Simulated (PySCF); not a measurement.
# CH9BNP: the cost of one run

Programs: PySCF 2.14.0, with density-fitted response routines of our own. Each step states its level of theory. These are calculated values for one molecule in the gas phase, unless marked as measured. Atoms are numbered from 0 throughout.

## 1. Starting geometry

13 atoms, charge 0, multiplicity 1; geometry from: GFN2-xTB. The atoms were then displaced at random by about 0.01 Å, so the start is not that level's minimum.

Bonds of the start (Å): C0–B1 1.60, B1–N2 1.66, B1–P3 2.01, C0–H4 1.12, C0–H5 1.09, C0–H6 1.09, B1–H7 1.18, N2–H8 1.02, N2–H9 1.00, N2–H10 1.01, P3–H11 1.37, P3–H12 1.34.

## 2. Relaxing the molecule at PBE0-D3(BJ)/def2-SVP

The job: settings as JSON, then the geometry in Å.

```
{"job": {"xc": "PBE0", "basis": "def2-SVP", "d3": "d3bj", "grid": 1, "shake": 0.01, "kind": "geom"}, "charge": 0, "multiplicity": 1}
C      0.051000     1.296170    -0.408860
B     -0.041770     0.016560     0.541370
N     -1.283760    -0.915910    -0.057490
P      1.573020    -1.179660     0.447560
H     -0.910740     1.872280    -0.422090
H      0.253020     1.075480    -1.452820
H      0.810410     2.013830    -0.084980
H     -0.299920     0.249980     1.673450
H     -1.327470    -1.761730     0.518310
H     -1.055860    -1.149130    -1.005470
H     -2.147250    -0.402630     0.005500
H      1.980920    -0.822390    -0.808960
H      2.404220    -0.309750     1.044160
```

Started as:

```console
$ OMP_NUM_THREADS=1 python probes_run.py task.json out
```

This one command runs all jobs of the session in turn.

**Question.** How long does this first job take on 1 thread of Arm Neoverse V2, shared host, and how much memory does it need?

About 22 s, with a peak of 0.44 GiB.
